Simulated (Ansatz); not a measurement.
Task: a short molecular-dynamics run of CH4BFSe, SMILES C[Se]BF, with the Ansatz DFT code, driven from Python. Give the script and its output. Settings: PBE0, def2-SVP basis, multiplicity 1.

Contents of `ch4bfse.xyz`:
```text
8

C    -0.55140    0.96350   -0.44120
Se   -0.25950    0.35270    1.34770
B     0.63540   -1.29030    0.63440
F     2.16410   -1.25930    0.39250
H    -1.22410    0.27150   -1.02500
H    -1.13970    1.99150   -0.39350
H     0.38610    1.16420   -0.98610
H     0.08140   -2.25080    0.41540
```

`md_ch4bfse.py`:
```python
"""Molecular dynamics of one CH4BFSe molecule."""

import warnings

import ansatz as az
import numpy as np

warnings.simplefilter("ignore", az.DeckWarning)

ch4bfse = az.Crystal.molecule_from_extxyz("ch4bfse.xyz")

calculation = (
    ch4bfse.calculation()
    .basis(gaussian="def2-SVP")
    .functional("pbe0")
    .md("nve", timestep=1.0, steps=30, temperature=200, initial_velocities="maxwell_boltzmann", seed=91)
)
frames = []
calculation.session().plan().execute(on_event=lambda e: frames.append(e["data"]) if e["event"] == "md_step" else None)
print("t (fs)   E_pot (eV)      E_kin (eV)   T (K)   d(0-1) (A)")
for f in frames[::2]:
    xyz = np.array(f["positions_ang"])
    print(f"{f['time_fs']:6.2f} {f['lagrangian_ev']:14.5f} {f['e_kin_ev']:10.5f} {f['temperature_k']:8.1f} {np.linalg.norm(xyz[0] - xyz[1]):9.4f}")
kept = np.array([f["conserved_ev"] for f in frames])
print(f"conserved energy moves by at most {1000 * np.ptp(kept):.3f} meV")
```

```console
$ python md_ch4bfse.py
t (fs)   E_pot (eV)      E_kin (eV)   T (K)   d(0-1) (A)
  0.00   -69821.32353    0.15511    200.0    1.9127
  2.00   -69821.60949    0.42553    548.7    1.9177
  4.00   -69821.65108    0.47938    618.1    1.9268
  6.00   -69821.89650    0.71550    922.6    1.9355
  8.00   -69822.05796    0.87574   1129.2    1.9436
 10.00   -69821.90628    0.72411    933.7    1.9530
 12.00   -69821.59402    0.41997    541.5    1.9645
 14.00   -69821.54862    0.37377    481.9    1.9769
 16.00   -69821.86042    0.67653    872.3    1.9864
 18.00   -69821.98302    0.79933   1030.6    1.9917
 20.00   -69821.80028    0.62703    808.5    1.9959
 22.00   -69821.81158    0.63272    815.8    2.0021
 24.00   -69821.70712    0.52277    674.1    2.0106
 26.00   -69821.49794    0.33178    427.8    2.0176
 28.00   -69821.77619    0.58842    758.7    2.0195
 30.00   -69821.68536    0.50974    657.2    2.0176
conserved energy moves by at most 22.914 meV
```

Caveats:
- Total energies depend on the basis set; only differences at equal settings carry meaning.
- The trajectory is only some femtoseconds long, so its temperature is not equilibrated; where the script doesn't relax first, it starts from a rough generated geometry.
- The temperature counts the internal degrees of freedom alone.
- With hydrogen a step over 0.5 fs is long.
- Timing: 110 s on 1 thread of Arm Neoverse V2, with other jobs on the host, peak memory 0.27 GiB.

(Lines on the test bed's own set-up are left out of the output.)
